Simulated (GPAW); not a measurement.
NbTe:

```xyz
2
Lattice="3.4257 0.0000 0.0000 0.0000 3.4257 0.0000 0.0000 0.0000 3.4257" Properties=species:S:1:pos:R:3 pbc="T T T"
Nb    1.7128    1.7128    1.7128
Te    0.0000    0.0000    0.0000
```

The cell was built by a generator and needn't be a form met in nature.

Base run:

```yaml
Program: GPAW 26.7.0
Functional: PBE
Potentials_or_basis: GPAW PAW data sets (gpaw-data 1.2.1)
Cutoff: 600 eV
Basis: pw
k_mesh: 8 × 8 × 8
Occupations: fermi-dirac, width 0.05 eV
Spin: no spin polarisation
Hubbard_terms: Nb d U = 3 eV
```

Its results: pressure 3.1 GPa.

Q: The run is repeated on the same cell with these changes: hubbard terms from Nb d U = 3 eV to none. What comes out?

A: Pressure -1.0 GPa.

Caveats: U without spin polarisation on a metal has little footing (some runs); the U is typed as a test and isn't derived for this compound (some runs).
